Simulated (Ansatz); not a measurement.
# NbRu: the cost of one run

Computed with Ansatz 0.2.0 (DFT PBEsol, scalar-relativistic, unless a step's input says otherwise).

### Step 1. The system as given

Symmetry: Pm-3m, No. 221, cubic system. The conventional cell has a = 3.184 Å, b = 3.184 Å, c = 3.184 Å, α = 90.00°, β = 90.00°, γ = 90.00°. Nb (site symmetry m-3m) has 8 Ru at 2.76 Å as nearest neighbours. Ru (site symmetry m-3m) is surrounded by 8 Nb at 2.76 Å.

As a file:

```
Nb Ru
1.0
     3.18400    0.00000    0.00000
     0.00000    3.18400    0.00000
     0.00000    0.00000    3.18400
Nb Ru
1 1
Cartesian
  0.0000 0.0000 0.0000
  1.5920 1.5920 1.5920
```

The cell comes from a crystallographic database entry that wasn't checked; take it as a given geometry, which may be far from equilibrium.

Atoms are numbered in the order of the input: Nb1, Ru2.

### Step 2. Volume × 0.94, LAPW

input.yaml reads:

```yaml
crystal:
  lattice:
    - [3.1190021702, 0.0, 0.0]
    - [0.0, 3.1190021702, 0.0]
    - [0.0, 0.0, 3.1190021702]
  atoms:
    - { symbol: Nb, position: [0.0, 0.0, 0.0] }
    - { symbol: Ru, position: [0.5, 0.5, 0.5] }
kpoints:
  mp_grid: { grid: [11, 11, 11] }
  band_path:
    path:
      - [0.0, 0.0, 0.0]
      - [0.0, 0.5, 0.0]
      - [0.5, 0.5, 0.0]
      - [0.0, 0.0, 0.0]
      - [0.5, 0.5, 0.5]
      - [0.0, 0.5, 0.0]
      - [0.5, 0.5, 0.5]
      - [0.5, 0.5, 0.0]
    npoints: 5
scf:
  occupations: { method: fermi_dirac, width: 0.03 }
hamiltonian:
  xc: pbesol
  pseudopotentials: { kind: all_electron, lapw: { basis_error: 0.00025 } }
output:
  forces: true
  stress: true
  eigenvalues: true
```

Started as:

```bash
> ansatz run input.yaml --threads 1 --pin off --max-ram 3072MiB --backend cpu --events-out ev --progress --plain --runs-dir out
```

**Question.** How long does this run take on 1 thread of Intel Xeon 6975P-C (Granite Rapids), shared host, and how much memory does it need?

About 16 s, with a peak of 0.49 GiB.
